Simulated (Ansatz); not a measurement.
# NaBeBr3: the cost of one run

Program: Ansatz 0.2.0. Level of theory: DFT PBE, scalar-relativistic, plane waves, PAW. These are calculated values, not measurements.

### 1 The structure to begin with

Symmetry: Pm-3m, No. 221, cubic system. Conventional cell: a = 4.820 Å, b = 4.820 Å, c = 4.820 Å, α = 90.00°, β = 90.00°, γ = 90.00°. Na (site symmetry m-3m) is surrounded by 12 Br at 3.41 Å. Be (site symmetry m-3m) is surrounded by 6 Br at 2.41 Å. Around Br (site symmetry 4/mmm) lie 2 Be at 2.41 Å and 4 Na at 3.41 Å.

As a file:

```cif
data_structure
_symmetry_space_group_name_H-M 'P 1'
_symmetry_Int_Tables_number 1
_cell_length_a 4.8200
_cell_length_b 4.8200
_cell_length_c 4.8200
_cell_angle_alpha 90.000
_cell_angle_beta 90.000
_cell_angle_gamma 90.000
_cell_volume 111.98
loop_
_atom_site_label
_atom_site_type_symbol
_atom_site_fract_x
_atom_site_fract_y
_atom_site_fract_z
_atom_site_occupancy
Na1 Na 0.00000 0.00000 0.00000 1
Be1 Be 0.50000 0.50000 0.50000 1
Br1 Br 0.50000 0.50000 0.00000 1
Br2 Br 0.50000 0.00000 0.50000 1
Br3 Br 0.00000 0.50000 0.50000 1
```

This is a trial structure built by rule; it need not be a known or stable form of this composition.

This is a trial structure, the perovskite prototype, and another one may lie lower.

### 2 Coarse point 1 of the search for the rest volume

Contents of input.yaml:

```yaml
crystal:
  lattice:
    - [4.82, 0.0, 0.0]
    - [0.0, 4.82, 0.0]
    - [0.0, 0.0, 4.82]
  atoms:
    - { symbol: Na, position: [0.0, 0.0, 0.0] }
    - { symbol: Be, position: [0.5, 0.5, 0.5] }
    - { symbol: Br, position: [0.5, 0.5, 0.0] }
    - { symbol: Br, position: [0.5, 0.0, 0.5] }
    - { symbol: Br, position: [0.0, 0.5, 0.5] }
basis:
  ecutwfc: 420
kpoints:
  mp_grid: { grid: [4, 4, 4] }
hamiltonian:
  xc: pbe
scf:
  occupations: { method: gaussian, width: 0.05 }
output:
  forces: true
  stress: true
  eigenvalues: true
```

Run with:

```bash
> ansatz run input.yaml --threads 1 --pin off --max-ram 1228MiB --backend cpu --events-out ev --progress --plain --runs-dir out
```

What time and memory should one allow on 1 thread of Arm Neoverse V2, shared host?

About 1.7 s, with a peak of 0.32 GiB.
